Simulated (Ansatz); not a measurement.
# BGeH6N: the cost of one run

Program: Ansatz 0.2.0, Gaussian basis. Level of theory: the settings change from run to run. These are calculated values, not measurements.

### 1 The geometry

An earlier PBE0-D4 in a triple-zeta def2 set relaxation fixed the geometry.

SMILES `N[BH][GeH3]`, 9 atoms, charge 0, spin multiplicity 1.

Atoms are counted from 1 here; the program's logs count them from 0.

Bond lengths: N1–B2 1.384 Å, N1–H4 1.007 Å, N1–H5 1.007 Å, B2–Ge3 2.064 Å, B2–H6 1.198 Å, Ge3–H7 1.542 Å, Ge3–H8 1.546 Å, Ge3–H9 1.542 Å. Angles: B2–N1–H4 123.6°, B2–N1–H5 123.0°, H4–N1–H5 113.4°, N1–B2–Ge3 120.3°, N1–B2–H6 118.1°, Ge3–B2–H6 121.6°, B2–Ge3–H7 112.0°, B2–Ge3–H8 112.0°, B2–Ge3–H9 112.0°, H7–Ge3–H8 106.9°, H7–Ge3–H9 106.5°, H8–Ge3–H9 107.0°.

### 2 wB97M-V/pcseg-2

Set apart from the defaults: coordinates scaled by 1.05.

in.yaml

```yaml
crystal:
  periodic: [false, false, false]
  atoms:
    - {symbol: N, position_ang: [-0.832569, 0.798458, -1.288388]}
    - {symbol: B, position_ang: [0.075337, 0.861259, -0.155372]}
    - {symbol: Ge, position_ang: [0.566122, -0.933599, 0.955126]}
    - {symbol: H, position_ang: [-1.289525, -0.093915, -1.623863]}
    - {symbol: H, position_ang: [-1.100583, 1.647424, -1.859664]}
    - {symbol: H, position_ang: [0.559887, 1.980209, 0.153242]}
    - {symbol: H, position_ang: [2.152402, -1.253734, 0.919950]}
    - {symbol: H, position_ang: [-0.193757, -2.241412, 0.364822]}
    - {symbol: H, position_ang: [0.155717, -0.813412, 2.516192]}
basis:
  gaussian: {orbitals: pcseg-2}
hamiltonian: {xc: {name: wB97M-V}}
```

Command:

```bash
ansatz run in.yaml --threads 2 --pin off --events-out ev --progress --plain --max-ram 4352MiB
```

**Question.** How long does this run take on 2 threads of AMD EPYC 9R45, shared host, and how much memory does it need?

About 3 s, with a peak of 0.51 GiB.
